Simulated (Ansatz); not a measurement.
# AgCl (Chlorargyrite): the cost of one run

Program: Ansatz 0.2.0. Level of theory: plane waves, PAW. These are calculated values, not measurements.

The COD entry's cell or inner coordinates are ideal or old and differ from later refinements, so a difference from it is no clean test against experiment.

2 further runs of the same task are left out: 2 that didn't finish.

## Step 1: The system as given

The structure is cubic, space group Fm-3m (No. 225). Conventional cell: a = 5.546 Å, b = 5.546 Å, c = 5.546 Å, α = 90.00°, β = 90.00°, γ = 90.00°. Ag (site symmetry m-3m) is surrounded by 6 Cl at 2.77 Å. Around Cl (site symmetry m-3m) lie 6 Ag at 2.77 Å.

As a file:

```
CELL_PARAMETERS angstrom
0.00000 2.77317 2.77317
2.77317 0.00000 2.77317
2.77317 2.77317 0.00000
ATOMIC_POSITIONS crystal
Ag 0.00000 0.00000 0.00000
Cl 0.50000 0.50000 0.50000
```

Cell and atoms come from an earlier r2SCAN relaxation.

## Step 2: PBE, anion s p, 6×6×6

input.yaml reads:

```yaml
crystal:
  lattice:
    - [0.0, 2.7731725637, 2.7731725637]
    - [2.7731725637, 0.0, 2.7731725637]
    - [2.7731725637, 2.7731725637, 0.0]
  atoms:
    - { symbol: Ag, position: [0.0, 0.0, 0.0] }
    - { symbol: Cl, position: [0.5, 0.5, 0.5] }
kpoints:
  mp_grid: { grid: [6, 6, 6] }
  band_path:
    path:
      - [[0.0, 0.0, 0.0], [0.5, 1.010506335249e-34, 0.5], [0.625, 0.25, 0.625]]
      - [[0.375, 0.375, 0.75], [0.0, 0.0, 0.0], [0.5, 0.5, 0.5], [0.5, 0.25, 0.75], [0.5, 1.010506335249e-34, 0.5]]
    npoints: 10
hamiltonian:
  xc: pbe
scf:
  occupations: { method: fixed }
  n_extra_bands: 6
output:
  forces: false
  stress: false
  eigenvalues: true
  wannier:
    kmesh: [6, 6, 6]
    projections: [{ species: Cl, l: s, shell: 3 }, { species: Cl, l: p, shell: 3 }]
    minimise: true
    write_hr: true
    conv_tol: 1.0e-08
    max_iter: 3000
```

Launch:

```
$ ansatz run input.yaml --threads 4 --pin off --max-ram 3686MiB --backend cpu --events-out ev --progress --plain --runs-dir out
```

**Question.** How long does this run take on 4 threads of Arm Neoverse N1, shared host, and how much memory does it need?

About 2.3 s, with a peak of 0.3 GiB.
